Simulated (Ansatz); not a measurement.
BF2H3OSi, SMILES B[Si](O)(F)F, a rigid torsion scan

Program: Ansatz 0.2.0 through its Python package.

The cells in order, each with its output:

```python
import ansatz as az
from ase import Atoms
```

```python
atoms = Atoms(["B", "Si", "O", "F", "F", "H", "H", "H"], positions=[
    [-1.0618, 0.9285, 0.1676],
    [0.3233, -0.2486, -0.3021],
    [0.823, -1.0577, 1.1005],
    [-0.1562, -1.3623, -1.4285],
    [1.6126, 0.6165, -0.9828],
    [-0.9897, 2.1465, -0.0478],
    [-2.0787, 0.5601, 0.6409],
    [1.6197, -1.6401, 0.7963],
])
```

```python
# relax first, so that the scan starts from a minimum
first = az.Crystal.molecule_from_ase(atoms).calculation()
first = first.basis(gaussian="def2-SVP")
first = first.functional("pbe").relax(force_tolerance=0.02, max_steps=80)
atoms.positions = first.run().report["positions_ang"]
```

```python
start = atoms.get_dihedral(0, 1, 2, 7)
energies = {}
for turn in range(0, 360, 30):
    turned = atoms.copy()
    turned.set_dihedral(0, 1, 2, 7, start + turn, indices=[2, 7])
    model = az.Crystal.molecule_from_ase(turned).calculation()
    model = model.basis(gaussian="def2-SVP").functional("pbe")
    energies[round((start + turn) % 360)] = model.run().report["free_energy_ev"]
floor = min(energies.values())
print("dihedral B0-Si1-O2-H7 (deg)   E - E(min) (eV)")
for angle, e in sorted(energies.items()):
    print(f"{angle:8d} {(e - floor):14.3f}  " + "#" * int(30 * (e - floor) / max(max(energies.values()) - floor, 1e-9)))
```

    dihedral B0-Si1-O2-H7 (deg)   E - E(min) (eV)
          21          0.098  ##################
          51          0.075  ##############
          81          0.084  ###############
         111          0.090  ################
         141          0.064  ###########
         171          0.021  ###
         201          0.000
         231          0.025  ####
         261          0.085  ################
         291          0.139  ##########################
         321          0.160  ##############################
         351          0.140  ##########################

The lowest point is at 201° and the highest at 321°, 0.160 eV (15.4 kJ/mol) above it, with the rest of the molecule held.

The scan is rigid and the energies are electronic, in a modest basis. With rigid groups the curve can differ much from the relaxed path, the start wasn't checked as a minimum of this torsion, and equivalent turns needn't return to the same energy. The whole script took 55 s on 1 thread of Arm Neoverse V1, with other jobs on the host, peak memory 0.22 GiB.
